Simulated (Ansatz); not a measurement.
# AlFH₄NOP: a ladder of functionals and wavefunction methods

An exercise on one series of results from a longer session: the logs are not shown, and one member is left open.

Computed with Ansatz 0.2.0, Gaussian basis. Level: functionals in def2-TZVPP, the program's frozen cores in correlated methods.

Levels to be run: LDA (SPW92), PBE-D4, revPBE-D4, BLYP-D4, r2SCAN-D4, B97M-V, PBE0-D4, B3LYP-D4, r2SCANh-D4, r2SCAN0-D4, HSE06-D4, BHLYP-D4, CAM-B3LYP-D4, LC-ωPBE, ωB97X-V, ωB97M-V, B2PLYP, PBE-QIDH; CCSD(T)/def2-SVP; CCSD(T)/def2-TZVPP; MP2/def2-QZVPP; extrapolation to the limit; RPA on PBE.

### Structure used throughout

All runs share one geometry, relaxed beforehand with PBE0-D4 in a triple-zeta def2 set.

SMILES `[NH2][Al]([F])[PH]O`, 9 atoms, charge 0, spin multiplicity 1.

Atoms are counted from 1 here; the program's logs count them from 0.

Bond lengths: N1–Al2 1.755 Å, N1–H6 1.007 Å, N1–H7 1.006 Å, Al2–F3 1.652 Å, Al2–P4 2.334 Å, P4–O5 1.677 Å, P4–H8 1.430 Å, O5–H9 0.960 Å. Angles: Al2–N1–H6 122.5°, Al2–N1–H7 126.3°, H6–N1–H7 111.1°, N1–Al2–F3 119.8°, N1–Al2–P4 121.0°, F3–Al2–P4 119.0°, Al2–P4–O5 96.2°, Al2–P4–H8 92.8°, O5–P4–H8 100.3°, P4–O5–H9 109.0°.

Set-up of the first run:

Input file in.yaml:

```yaml
crystal:
  periodic: [false, false, false]
  atoms:
    - {symbol: N, position_ang: [1.489176, 1.004641, -0.185824]}
    - {symbol: Al, position_ang: [0.882394, -0.572897, 0.285240]}
    - {symbol: F, position_ang: [1.905278, -1.677444, 0.966001]}
    - {symbol: P, position_ang: [-1.322749, -1.196093, -0.158391]}
    - {symbol: O, position_ang: [-1.889891, 0.351097, -0.471477]}
    - {symbol: H, position_ang: [0.893899, 1.722735, -0.565905]}
    - {symbol: H, position_ang: [2.431740, 1.338930, -0.072447]}
    - {symbol: H, position_ang: [-1.643249, -1.310235, 1.230344]}
    - {symbol: H, position_ang: [-2.658097, 0.292967, -1.044640]}
basis:
  gaussian: {orbitals: def2-TZVPP}
hamiltonian: {xc: lda}
output: {orbitals: {seedname: orbitals}}
```

Steps of the session up to this table: LDA; PBE-D4 (GGA); revPBE-D4 (GGA); BLYP-D4 (GGA); r2SCAN-D4 (meta-GGA); B97M-V (meta-GGA); PBE0-D4 (hybrid); B3LYP-D4 (hybrid); r2SCANh-D4 (hybrid); r2SCAN0-D4 (hybrid); HSE06-D4 (hybrid); BHLYP-D4 (hybrid); CAM-B3LYP-D4 (range-separated); LC-ωPBE (range-separated); ωB97X-V (range-separated); ωB97M-V (range-separated); B2PLYP (double hybrid); PBE-QIDH (double hybrid).

One table of the session follows, with a row left open; its other results are not shown here.

It belongs to the step «Orbital energies across the functionals». 

```
  functional  HOMO (eV)  gap (eV)
 LDA (SPW92)      -5.90      3.98
      PBE-D4      -5.77      4.08
   revPBE-D4      -5.71      4.13
     BLYP-D4      -5.62      4.06
   r2SCAN-D4      -5.97      4.59
      B97M-V      -6.06      4.60
     PBE0-D4      -6.92      6.12
    B3LYP-D4          ?         ?
  r2SCANh-D4      -6.40      5.33
  r2SCAN0-D4      -7.05      6.43
    HSE06-D4      -6.52      5.35
    BHLYP-D4      -7.94      8.03
CAM-B3LYP-D4      -8.20      8.42
     LC-ωPBE      -9.52     10.95
     ωB97X-V      -9.18     10.44
     ωB97M-V      -9.01      9.99
```

**Question.** Estimate the row for B3LYP-D4.

Worked estimate for «HOMO (eV)». Against the share of exact exchange, BLYP-D4 (0, -5.62), BHLYP-D4 (0.5, -7.94) give a slope of -4.64 per unit share; at 0.2 the line stands at -6.55.

**Answer.** HOMO (eV): -6.70; gap (eV): 5.68. In «HOMO (eV)» the line misses by +0.15.
